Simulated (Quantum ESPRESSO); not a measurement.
Co:

```
CELL_PARAMETERS angstrom
2.50700 0.00000 0.00000
-1.25350 2.17113 0.00000
0.00000 0.00000 4.06900
ATOMIC_POSITIONS crystal
Co 0.33333 0.66667 0.25000
Co 0.66667 0.33333 0.75000
```

Base run:

```yaml
Program: Quantum ESPRESSO 7.5
Functional: PBE
Potentials_or_basis: SSSP 1.3 efficiency PBE
Cutoff: 748 eV
Density_cutoff: 5987 eV
k_mesh: 16 × 16 × 10
Occupations: fermi-dirac, width 0.05 eV
Spin: collinear spin, ferromagnetic start
Starting_moments: "[2.0, 2.0] μB"
```

Its results: band gap on the k mesh none (metal or under the smearing width); pressure -4.1 GPa; net moment 3.30 μB per cell; site moments Co +1.74 μB.

The run is repeated on the same cell with these changes: functional from PBE to LDA; potentials or basis from SSSP 1.3 efficiency PBE to GBRV 1.5 LDA; cutoff from 748 eV to 762 eV; density cutoff from 5987 eV to 6095 eV. What comes out?

Band gap on the k mesh none (metal or under the smearing width); pressure -21.8 GPa; net moment 3.21 μB per cell; site moments Co +1.67 μB.

Caveats: so large a pressure means that the cell lies far from this level's equilibrium, or that cutoff or potentials fall short (some runs).
